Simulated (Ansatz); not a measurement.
What does this script print? It uses the Python package of Ansatz (0.2.0).

The script, `run_cohesive.py`:
```python
"""Binding of K3Ba against spin-polarised atoms in a box."""

from collections import Counter

import ansatz


def counts(outcome):
    return Counter(site.symbol for site in outcome.lattice.sites)

UNPAIRED = {"K": 1, "Ba": 0}  # unpaired electrons of the free atoms


def ground_state(name, crystal):
    calc = (
        crystal.calculation()
        .functional("PBEsol")
        .basis(41 * ansatz.Ry)
        .kpoints(spacing=0.33)
        .occupations("fermi_dirac", width=0.02)
    )
    if name.endswith(" atom"):
        calc = calc.kpoints(1, 1, 1).occupations("fermi_dirac", width=0.01)
        if UNPAIRED[name.split()[0]]:
            calc = calc.spin("collinear")
        return calc.run()
    calc = calc.relax(force_tolerance=0.02, cell=True)
    return calc.run()

phases = {}
k3ba = (
    ansatz.Lattice.of([6.562897, 0.0, 0.0], [0.0, 6.562897, 0.0], [0.0, 0.0, 6.562897])
    .atom("K", [0.0, 0.5, 0.5])
    .atom("K", [0.5, 0.0, 0.5])
    .atom("K", [0.5, 0.5, 0.0])
    .atom("Ba", [0.0, 0.0, 0.0])
)
phases["K3Ba"] = k3ba
# free atoms: a low-symmetry box, moments by the rule of Hund
for element, moment in UNPAIRED.items():
    phases[f"{element} atom"] = ansatz.Lattice.orthorhombic(10.0, 10.5, 11.0).atom(element, (0.5, 0.5, 0.5), moment=moment or None)

done = {}
for name, crystal in phases.items():
    done[name] = ground_state(name, crystal)
    print(f"{name}: {done[name].report['energy_sigma0_ev']:.4f} eV, {len(done[name].lattice.sites)} atoms")

for element in UNPAIRED:
    atom = done[f"{element} atom"].report
    print(f"{element} atom: {atom['energy_sigma0_ev']:.4f} eV, moment {atom['magnetization_mub']:.2f} muB")
solid = done["K3Ba"]
n = counts(solid)
binding = (sum(k * done[f"{e} atom"].report["energy_sigma0_ev"] for e, k in n.items()) - solid.report["energy_sigma0_ev"]) / sum(n.values())
print(f"cohesive energy {binding:.3f} eV/atom = {96.4853 * binding:.0f} kJ/mol of atoms (no zero-point energy)")
```

```console
$ python run_cohesive.py
K3Ba: -10410.0862 eV, 4 atoms
K atom: -1515.1488 eV, 1 atoms
Ba atom: -5860.5561 eV, 1 atoms
K atom: -1515.1488 eV, moment 1.00 muB
Ba atom: -5860.5561 eV, moment 0.00 muB
cohesive energy 1.021 eV/atom = 99 kJ/mol of atoms (no zero-point energy)
```

Total energies depend on the potentials; only differences at equal settings carry meaning. Other magnetic orders than the one started from may lie lower. For the metals among these phases the mesh is modest: differences between phases can be off by up to 40 meV an atom. The cells come from databases of deposited and of computed structures, and not all need be stable phases. Free atoms in a box carry small image and symmetry errors, and spin-orbit coupling is left out. The whole script took 61 s on 1 thread of Arm Neoverse V2 (shared host), peak memory 1.1 GiB.

(Lines on the test bed's own set-up are left out of the output.)
